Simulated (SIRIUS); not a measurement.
# NiMoIrPdW (P3m1) in SIRIUS: a series of runs, part 3 of 4

SIRIUS 7.12.0. The steps go on from the part before.

### Step 5. Equation of state, PBEsol, collinear spin, ferromagnetic start, 16.13 Å³/atom

Contents of sirius.json:

```json
{
  "control": {
    "processing_unit": "cpu",
    "std_evp_solver_name": "lapack",
    "gen_evp_solver_name": "lapack",
    "verbosity": 2,
    "print_forces": false,
    "ortho_rf": true,
    "use_second_variation": true,
    "rmt_max": 3.0,
    "num_bands_to_print": 24,
    "save_wf": true
  },
  "parameters": {
    "electronic_structure_method": "full_potential_lapwlo",
    "xc_functionals": ["XC_GGA_X_PBE_SOL", "XC_GGA_C_PBE_SOL"],
    "core_relativity": "dirac",
    "valence_relativity": "iora",
    "num_fv_states": 90,
    "smearing": "fermi_dirac",
    "smearing_width": 0.0018374661,
    "pw_cutoff": 22,
    "gk_cutoff": 4.25,
    "lmax_apw": 11,
    "lmax_rho": 8,
    "lmax_pot": 8,
    "num_mag_dims": 1,
    "auto_rmt": 0,
    "ngridk": [3, 3, 2],
    "shiftk": [0, 0, 0],
    "num_dft_iter": 80,
    "energy_tol": 1e-07,
    "density_tol": 1e-05,
    "use_symmetry": true
  },
  "settings": {"tol_ne": 1e-10},
  "iterative_solver": {"type": "exact"},
  "mixer": {"type": "anderson", "beta": 0.4, "max_history": 8},
  "unit_cell": {
    "lattice_vectors": [[7.836127321, 0.0, 0.0], [-3.9180636605, 6.7862899724, -0.0], [0.0, -0.0, 10.2353047115]],
    "atom_types": ["Ir", "Mo", "Ni", "Pd", "W"],
    "atom_files": {"Ir": "Ir.json", "Mo": "Mo.json", "Ni": "Ni.json", "Pd": "Pd.json", "W": "W.json"},
    "atoms": {
      "Ir": [[0.33333, 0.66667, 0.25641, 0.0, 0.0, 0.6]],
      "Mo": [[0.66667, 0.33333, 0.45996, 0.0, 0.0, 1.0]],
      "Ni": [[0.0, 0.0, 0.02221, 0.0, 0.0, 1.0]],
      "Pd": [[0.33333, 0.66667, 0.74601, 0.0, 0.0, 0.0]],
      "W": [[0.66667, 0.33333, 0.99985, 0.0, 0.0, 0.0]]
    }
  }
}
```

Contents of Ir.json:

```json
{
  "name": "iridium",
  "symbol": "Ir",
  "number": 77,
  "mass": 192.217,
  "rmin": 1e-06,
  "rmt": 2.29,
  "nrmt": 800,
  "rinf": 13.6,
  "core": "1s2s2p3s3p3d4s4p4d",
  "valence": [
    {"basis": [{"enu": 0.22, "dme": 0, "n": 0, "auto": 0}, {"enu": 0.22, "dme": 1, "n": 0, "auto": 0}]},
[... 30 lines left out ...]
    {"l": 3, "basis": [{"enu": 0.32, "dme": 0, "n": 0, "auto": 0}, {"enu": 0.32, "dme": 1, "n": 0, "auto": 0}]},
    {
      "l": 3,
      "basis": [{"enu": -1.7496, "dme": 0, "n": 4, "auto": 1}, {"enu": -1.7496, "dme": 1, "n": 4, "auto": 1}]
    },
    {
      "l": 3,
      "basis": [{"enu": -1.7496, "dme": 1, "n": 4, "auto": 1}, {"enu": 0.32, "dme": 0, "n": 0, "auto": 0}]
    },
    {"l": 3, "basis": [{"enu": 0.32, "dme": 0, "n": 0, "auto": 0}, {"enu": 4.744, "dme": 0, "n": 0, "auto": 0}]},
    {"l": 4, "basis": [{"enu": 0.32, "dme": 0, "n": 0, "auto": 0}, {"enu": 0.32, "dme": 1, "n": 0, "auto": 0}]},
    {"l": 4, "basis": [{"enu": 0.32, "dme": 0, "n": 0, "auto": 0}, {"enu": 3.9813, "dme": 0, "n": 0, "auto": 0}]}
  ],
  "free_atom": [... radial grid and density of the free atom, the start of the SCF ...]
}
```

Contents of Mo.json:

```json
{
  "name": "molybdenum",
  "symbol": "Mo",
  "number": 42,
  "mass": 95.96,
[... 27 lines left out ...]
    },
    {
      "l": 1,
      "basis": [{"enu": -0.9513, "dme": 1, "n": 4, "auto": 1}, {"enu": 0.32, "dme": 0, "n": 0, "auto": 0}]
    },
    {"l": 1, "basis": [{"enu": 0.32, "dme": 0, "n": 0, "auto": 0}, {"enu": 4.1217, "dme": 0, "n": 0, "auto": 0}]},
    {"l": 2, "basis": [{"enu": 0.32, "dme": 0, "n": 0, "auto": 0}, {"enu": 0.32, "dme": 1, "n": 0, "auto": 0}]},
    {"l": 2, "basis": [{"enu": 0.32, "dme": 1, "n": 0, "auto": 0}, {"enu": 0.32, "dme": 2, "n": 0, "auto": 0}]},
    {
      "l": 2,
      "basis": [{"enu": -7.6678, "dme": 0, "n": 3, "auto": 1}, {"enu": -7.6678, "dme": 1, "n": 3, "auto": 1}]
    },
    {"l": 2, "basis": [{"enu": 0.32, "dme": 0, "n": 0, "auto": 0}, {"enu": 3.5431, "dme": 0, "n": 0, "auto": 0}]},
    {"l": 3, "basis": [{"enu": 0.32, "dme": 0, "n": 0, "auto": 0}, {"enu": 0.32, "dme": 1, "n": 0, "auto": 0}]},
    {"l": 3, "basis": [{"enu": 0.32, "dme": 0, "n": 0, "auto": 0}, {"enu": 3.915, "dme": 0, "n": 0, "auto": 0}]}
  ],
  "free_atom": [... radial grid and density of the free atom, the start of the SCF ...]
}
```

Contents of Ni.json:

```json
{
  "name": "nickel",
  "symbol": "Ni",
  "number": 28,
  "mass": 58.6934,
  "rmin": 1e-06,
  "rmt": 2.07,
  "nrmt": 800,
  "rinf": 14.89,
  "core": "1s2s2p",
[... 22 lines left out ...]
    },
    {
      "l": 1,
      "basis": [{"enu": -2.0809, "dme": 1, "n": 3, "auto": 1}, {"enu": 0.32, "dme": 0, "n": 0, "auto": 0}]
    },
    {"l": 1, "basis": [{"enu": 0.32, "dme": 0, "n": 0, "auto": 0}, {"enu": 4.6141, "dme": 0, "n": 0, "auto": 0}]},
    {"l": 2, "basis": [{"enu": 0.309, "dme": 0, "n": 0, "auto": 0}, {"enu": 0.309, "dme": 1, "n": 0, "auto": 0}]},
    {"l": 2, "basis": [{"enu": 0.309, "dme": 1, "n": 0, "auto": 0}, {"enu": 0.309, "dme": 2, "n": 0, "auto": 0}]},
    {
      "l": 2,
      "basis": [{"enu": 0.309, "dme": 0, "n": 0, "auto": 0}, {"enu": 3.9497, "dme": 0, "n": 0, "auto": 0}]
    },
    {"l": 3, "basis": [{"enu": 0.32, "dme": 0, "n": 0, "auto": 0}, {"enu": 0.32, "dme": 1, "n": 0, "auto": 0}]},
    {"l": 3, "basis": [{"enu": 0.32, "dme": 0, "n": 0, "auto": 0}, {"enu": 4.3808, "dme": 0, "n": 0, "auto": 0}]}
  ],
  "free_atom": [... radial grid and density of the free atom, the start of the SCF ...]
}
```

Contents of Pd.json:

```json
{
  "name": "palladium",
  "symbol": "Pd",
  "number": 46,
[... 19 lines left out ...]
    {
      "l": 1,
      "basis": [{"enu": -1.4049, "dme": 0, "n": 4, "auto": 1}, {"enu": -1.4049, "dme": 1, "n": 4, "auto": 1}]
    },
    {
      "l": 1,
      "basis": [{"enu": -1.4049, "dme": 1, "n": 4, "auto": 1}, {"enu": 0.32, "dme": 0, "n": 0, "auto": 0}]
    },
    {"l": 1, "basis": [{"enu": 0.32, "dme": 0, "n": 0, "auto": 0}, {"enu": 4.1217, "dme": 0, "n": 0, "auto": 0}]},
    {"l": 2, "basis": [{"enu": 0.32, "dme": 0, "n": 0, "auto": 0}, {"enu": 0.32, "dme": 1, "n": 0, "auto": 0}]},
    {"l": 2, "basis": [{"enu": 0.32, "dme": 1, "n": 0, "auto": 0}, {"enu": 0.32, "dme": 2, "n": 0, "auto": 0}]},
    {"l": 2, "basis": [{"enu": 0.32, "dme": 0, "n": 0, "auto": 0}, {"enu": 3.5431, "dme": 0, "n": 0, "auto": 0}]},
    {"l": 3, "basis": [{"enu": 0.32, "dme": 0, "n": 0, "auto": 0}, {"enu": 0.32, "dme": 1, "n": 0, "auto": 0}]},
    {"l": 3, "basis": [{"enu": 0.32, "dme": 0, "n": 0, "auto": 0}, {"enu": 3.915, "dme": 0, "n": 0, "auto": 0}]}
  ],
  "free_atom": [... radial grid and density of the free atom, the start of the SCF ...]
}
```

Contents of W.json:

```json
{
  "name": "tungsten",
  "symbol": "W",
  "number": 74,
  "mass": 183.84,
  "rmin": 1e-06,
  "rmt": 2.29,
  "nrmt": 800,
  "rinf": 14.93,
  "core": "1s2s2p3s3p3d4s4p4d",
  "valence": [
    {"basis": [{"enu": 0.22, "dme": 0, "n": 0, "auto": 0}, {"enu": 0.22, "dme": 1, "n": 0, "auto": 0}]},
[... 30 lines left out ...]
    {"l": 3, "basis": [{"enu": 0.32, "dme": 0, "n": 0, "auto": 0}, {"enu": 0.32, "dme": 1, "n": 0, "auto": 0}]},
    {
      "l": 3,
      "basis": [{"enu": -0.7462, "dme": 0, "n": 4, "auto": 1}, {"enu": -0.7462, "dme": 1, "n": 4, "auto": 1}]
    },
    {
      "l": 3,
      "basis": [{"enu": -0.7462, "dme": 1, "n": 4, "auto": 1}, {"enu": 0.32, "dme": 0, "n": 0, "auto": 0}]
    },
    {"l": 3, "basis": [{"enu": 0.32, "dme": 0, "n": 0, "auto": 0}, {"enu": 4.744, "dme": 0, "n": 0, "auto": 0}]},
    {"l": 4, "basis": [{"enu": 0.32, "dme": 0, "n": 0, "auto": 0}, {"enu": 0.32, "dme": 1, "n": 0, "auto": 0}]},
    {"l": 4, "basis": [{"enu": 0.32, "dme": 0, "n": 0, "auto": 0}, {"enu": 3.9813, "dme": 0, "n": 0, "auto": 0}]}
  ],
  "free_atom": [... radial grid and density of the free atom, the start of the SCF ...]
}
```

Contents of sirius_start.json:

```json
{
  "control": {
    "processing_unit": "cpu",
    "std_evp_solver_name": "lapack",
    "gen_evp_solver_name": "lapack",
    "verbosity": 1,
    "print_forces": false,
    "ortho_rf": true,
    "use_second_variation": true,
    "rmt_max": 3.0,
    "num_bands_to_print": 24,
    "save_wf": false
  },
  "parameters": {
    "electronic_structure_method": "full_potential_lapwlo",
    "xc_functionals": ["XC_LDA_X", "XC_LDA_C_PW"],
    "core_relativity": "dirac",
    "valence_relativity": "iora",
    "num_fv_states": 90,
    "smearing": "fermi_dirac",
    "smearing_width": 0.0055123983,
    "pw_cutoff": 22,
    "gk_cutoff": 3.4,
    "lmax_apw": 11,
    "lmax_rho": 8,
    "lmax_pot": 8,
    "num_mag_dims": 1,
    "auto_rmt": 0,
    "ngridk": [1, 1, 1],
    "shiftk": [0, 0, 0],
    "num_dft_iter": 30,
    "energy_tol": 0.01,
    "density_tol": 0.05,
    "use_symmetry": true
  },
  "settings": {"tol_ne": 1e-10},
  "iterative_solver": {"type": "exact"},
  "mixer": {"type": "anderson", "beta": 0.4, "max_history": 8},
  "unit_cell": {
    "lattice_vectors": [[7.836127321, 0.0, 0.0], [-3.9180636605, 6.7862899724, -0.0], [0.0, -0.0, 10.2353047115]],
    "atom_types": ["Ir", "Mo", "Ni", "Pd", "W"],
    "atom_files": {"Ir": "Ir.json", "Mo": "Mo.json", "Ni": "Ni.json", "Pd": "Pd.json", "W": "W.json"},
    "atoms": {
      "Ir": [[0.33333, 0.66667, 0.25641, 0.0, 0.0, 0.6]],
      "Mo": [[0.66667, 0.33333, 0.45996, 0.0, 0.0, 1.0]],
      "Ni": [[0.0, 0.0, 0.02221, 0.0, 0.0, 1.0]],
      "Pd": [[0.33333, 0.66667, 0.74601, 0.0, 0.0, 0.0]],
      "W": [[0.66667, 0.33333, 0.99985, 0.0, 0.0, 0.0]]
    }
  }
}
```

Started as:

```
$ OMP_NUM_THREADS=2 sirius.scf --input=sirius_start.json --output=start.json
$ OMP_NUM_THREADS=2 sirius.scf --input=sirius.json --output=output.json --task=1
```

Run time: 8.2 min. Hardware: 2 threads of Intel Xeon 6975P-C (Granite Rapids), shared host; peak memory 1.4 GiB.

These settings aren't checked as converged: the numbers below hold their error.

Results:

| Item | Value |
| --- | --- |
| Free energy | -1214337.1276 eV |
| Band gap on the k mesh | none (metal or under the smearing width) |
| Net moment | 0.00 μB per cell |
| All electrons inside the program's atomic spheres | Ni 26.61; Mo 39.21; Pd 43.96; Ir 74.65; W 71.28 (radii Ir 2.29, Mo 2.2, Ni 2.07, Pd 2.2, W 2.29 bohr) |

Caveat: the k mesh is coarse (spacing up to 0.58 Å⁻¹), so the values aren't converged.

### Step 6. Equation of state, PBEsol, collinear spin, ferromagnetic start, 16.45 Å³/atom (volume scaled by 1.02)

Edit sirius.json of step 5 so:

```diff
@@ -39,3 +39,3 @@
   "unit_cell": {
-    "lattice_vectors": [[7.836127321, 0.0, 0.0], [-3.9180636605, 6.7862899724, -0.0], [0.0, -0.0, 10.2353047115]],
+    "lattice_vectors": [[7.8880237162, 0.0, 0.0], [-3.9440118582, 6.8312335999, -0.0], [0.0, -0.0, 10.303090162]],
     "atom_types": ["Ir", "Mo", "Ni", "Pd", "W"],
```

Contents of Ir.json:

```json
{
  "name": "iridium",
  "symbol": "Ir",
  "number": 77,
  "mass": 192.217,
  "rmin": 1e-06,
  "rmt": 2.29,
  "nrmt": 800,
  "rinf": 13.6,
  "core": "1s2s2p3s3p3d4s4p4d",
  "valence": [
    {"basis": [{"enu": 0.21, "dme": 0, "n": 0, "auto": 0}, {"enu": 0.21, "dme": 1, "n": 0, "auto": 0}]},
[... 30 lines left out ...]
    {"l": 3, "basis": [{"enu": 0.31, "dme": 0, "n": 0, "auto": 0}, {"enu": 0.31, "dme": 1, "n": 0, "auto": 0}]},
    {
      "l": 3,
      "basis": [{"enu": -1.7596, "dme": 0, "n": 4, "auto": 1}, {"enu": -1.7596, "dme": 1, "n": 4, "auto": 1}]
    },
    {
      "l": 3,
      "basis": [{"enu": -1.7596, "dme": 1, "n": 4, "auto": 1}, {"enu": 0.31, "dme": 0, "n": 0, "auto": 0}]
    },
    {"l": 3, "basis": [{"enu": 0.31, "dme": 0, "n": 0, "auto": 0}, {"enu": 4.734, "dme": 0, "n": 0, "auto": 0}]},
    {"l": 4, "basis": [{"enu": 0.31, "dme": 0, "n": 0, "auto": 0}, {"enu": 0.31, "dme": 1, "n": 0, "auto": 0}]},
    {"l": 4, "basis": [{"enu": 0.31, "dme": 0, "n": 0, "auto": 0}, {"enu": 3.9713, "dme": 0, "n": 0, "auto": 0}]}
  ],
  "free_atom": [... radial grid and density of the free atom, the start of the SCF ...]
}
```

Contents of Mo.json:

```json
{
  "name": "molybdenum",
  "symbol": "Mo",
  "number": 42,
  "mass": 95.96,
[... 27 lines left out ...]
    },
    {
      "l": 1,
      "basis": [{"enu": -0.9613, "dme": 1, "n": 4, "auto": 1}, {"enu": 0.31, "dme": 0, "n": 0, "auto": 0}]
    },
    {"l": 1, "basis": [{"enu": 0.31, "dme": 0, "n": 0, "auto": 0}, {"enu": 4.1117, "dme": 0, "n": 0, "auto": 0}]},
    {"l": 2, "basis": [{"enu": 0.31, "dme": 0, "n": 0, "auto": 0}, {"enu": 0.31, "dme": 1, "n": 0, "auto": 0}]},
    {"l": 2, "basis": [{"enu": 0.31, "dme": 1, "n": 0, "auto": 0}, {"enu": 0.31, "dme": 2, "n": 0, "auto": 0}]},
    {
      "l": 2,
      "basis": [{"enu": -7.6778, "dme": 0, "n": 3, "auto": 1}, {"enu": -7.6778, "dme": 1, "n": 3, "auto": 1}]
    },
    {"l": 2, "basis": [{"enu": 0.31, "dme": 0, "n": 0, "auto": 0}, {"enu": 3.5331, "dme": 0, "n": 0, "auto": 0}]},
    {"l": 3, "basis": [{"enu": 0.31, "dme": 0, "n": 0, "auto": 0}, {"enu": 0.31, "dme": 1, "n": 0, "auto": 0}]},
    {"l": 3, "basis": [{"enu": 0.31, "dme": 0, "n": 0, "auto": 0}, {"enu": 3.905, "dme": 0, "n": 0, "auto": 0}]}
  ],
  "free_atom": [... radial grid and density of the free atom, the start of the SCF ...]
}
```

Contents of Ni.json:

```json
{
  "name": "nickel",
  "symbol": "Ni",
  "number": 28,
  "mass": 58.6934,
  "rmin": 1e-06,
  "rmt": 2.07,
  "nrmt": 800,
  "rinf": 14.89,
  "core": "1s2s2p",
[... 22 lines left out ...]
    },
    {
      "l": 1,
      "basis": [{"enu": -2.0909, "dme": 1, "n": 3, "auto": 1}, {"enu": 0.31, "dme": 0, "n": 0, "auto": 0}]
    },
    {"l": 1, "basis": [{"enu": 0.31, "dme": 0, "n": 0, "auto": 0}, {"enu": 4.6041, "dme": 0, "n": 0, "auto": 0}]},
    {"l": 2, "basis": [{"enu": 0.299, "dme": 0, "n": 0, "auto": 0}, {"enu": 0.299, "dme": 1, "n": 0, "auto": 0}]},
    {"l": 2, "basis": [{"enu": 0.299, "dme": 1, "n": 0, "auto": 0}, {"enu": 0.299, "dme": 2, "n": 0, "auto": 0}]},
    {
      "l": 2,
      "basis": [{"enu": 0.299, "dme": 0, "n": 0, "auto": 0}, {"enu": 3.9397, "dme": 0, "n": 0, "auto": 0}]
    },
    {"l": 3, "basis": [{"enu": 0.31, "dme": 0, "n": 0, "auto": 0}, {"enu": 0.31, "dme": 1, "n": 0, "auto": 0}]},
    {"l": 3, "basis": [{"enu": 0.31, "dme": 0, "n": 0, "auto": 0}, {"enu": 4.3708, "dme": 0, "n": 0, "auto": 0}]}
  ],
  "free_atom": [... radial grid and density of the free atom, the start of the SCF ...]
}
```

Contents of Pd.json:

```json
{
  "name": "palladium",
  "symbol": "Pd",
  "number": 46,
[... 19 lines left out ...]
    {
      "l": 1,
      "basis": [{"enu": -1.4149, "dme": 0, "n": 4, "auto": 1}, {"enu": -1.4149, "dme": 1, "n": 4, "auto": 1}]
    },
    {
      "l": 1,
      "basis": [{"enu": -1.4149, "dme": 1, "n": 4, "auto": 1}, {"enu": 0.31, "dme": 0, "n": 0, "auto": 0}]
    },
    {"l": 1, "basis": [{"enu": 0.31, "dme": 0, "n": 0, "auto": 0}, {"enu": 4.1117, "dme": 0, "n": 0, "auto": 0}]},
    {"l": 2, "basis": [{"enu": 0.31, "dme": 0, "n": 0, "auto": 0}, {"enu": 0.31, "dme": 1, "n": 0, "auto": 0}]},
    {"l": 2, "basis": [{"enu": 0.31, "dme": 1, "n": 0, "auto": 0}, {"enu": 0.31, "dme": 2, "n": 0, "auto": 0}]},
    {"l": 2, "basis": [{"enu": 0.31, "dme": 0, "n": 0, "auto": 0}, {"enu": 3.5331, "dme": 0, "n": 0, "auto": 0}]},
    {"l": 3, "basis": [{"enu": 0.31, "dme": 0, "n": 0, "auto": 0}, {"enu": 0.31, "dme": 1, "n": 0, "auto": 0}]},
    {"l": 3, "basis": [{"enu": 0.31, "dme": 0, "n": 0, "auto": 0}, {"enu": 3.905, "dme": 0, "n": 0, "auto": 0}]}
  ],
  "free_atom": [... radial grid and density of the free atom, the start of the SCF ...]
}
```

Contents of W.json:

```json
{
  "name": "tungsten",
  "symbol": "W",
  "number": 74,
  "mass": 183.84,
  "rmin": 1e-06,
  "rmt": 2.29,
  "nrmt": 800,
  "rinf": 14.93,
  "core": "1s2s2p3s3p3d4s4p4d",
  "valence": [
    {"basis": [{"enu": 0.21, "dme": 0, "n": 0, "auto": 0}, {"enu": 0.21, "dme": 1, "n": 0, "auto": 0}]},
[... 30 lines left out ...]
    {"l": 3, "basis": [{"enu": 0.31, "dme": 0, "n": 0, "auto": 0}, {"enu": 0.31, "dme": 1, "n": 0, "auto": 0}]},
    {
      "l": 3,
      "basis": [{"enu": -0.7562, "dme": 0, "n": 4, "auto": 1}, {"enu": -0.7562, "dme": 1, "n": 4, "auto": 1}]
    },
    {
      "l": 3,
      "basis": [{"enu": -0.7562, "dme": 1, "n": 4, "auto": 1}, {"enu": 0.31, "dme": 0, "n": 0, "auto": 0}]
    },
    {"l": 3, "basis": [{"enu": 0.31, "dme": 0, "n": 0, "auto": 0}, {"enu": 4.734, "dme": 0, "n": 0, "auto": 0}]},
    {"l": 4, "basis": [{"enu": 0.31, "dme": 0, "n": 0, "auto": 0}, {"enu": 0.31, "dme": 1, "n": 0, "auto": 0}]},
    {"l": 4, "basis": [{"enu": 0.31, "dme": 0, "n": 0, "auto": 0}, {"enu": 3.9713, "dme": 0, "n": 0, "auto": 0}]}
  ],
  "free_atom": [... radial grid and density of the free atom, the start of the SCF ...]
}
```

Edit sirius_start.json of step 5 so:

```diff
@@ -39,3 +39,3 @@
   "unit_cell": {
-    "lattice_vectors": [[7.836127321, 0.0, 0.0], [-3.9180636605, 6.7862899724, -0.0], [0.0, -0.0, 10.2353047115]],
+    "lattice_vectors": [[7.8880237162, 0.0, 0.0], [-3.9440118582, 6.8312335999, -0.0], [0.0, -0.0, 10.303090162]],
     "atom_types": ["Ir", "Mo", "Ni", "Pd", "W"],
```

Potentials or basis: all-electron FP-LAPW, apw+lo standard.

Started as:

```
$ OMP_NUM_THREADS=2 sirius.scf --input=sirius_start.json --output=start.json
$ OMP_NUM_THREADS=2 sirius.scf --input=sirius.json --output=output.json --task=1
```

Run time: 8.3 min. Hardware: 2 threads of Intel Xeon 6975P-C (Granite Rapids), shared host; peak memory 1.4 GiB.

These settings aren't checked as converged: the numbers below hold their error.

Results:

```
Free energy                                       : -1214337.0380 eV
Band gap on the k mesh                            : none (metal or under the smearing width)
Net moment                                        : 0.00 μB per cell
All electrons inside the program's atomic spheres : Ni 26.59; Mo 39.19; Pd 43.94; Ir 74.62; W 71.25 (radii Ir 2.29, Mo 2.2, Ni 2.07, Pd 2.2, W 2.29 bohr)
```

Caveat: the k mesh is coarse (spacing up to 0.58 Å⁻¹), so the values aren't converged.

[end of part 3 of 4]
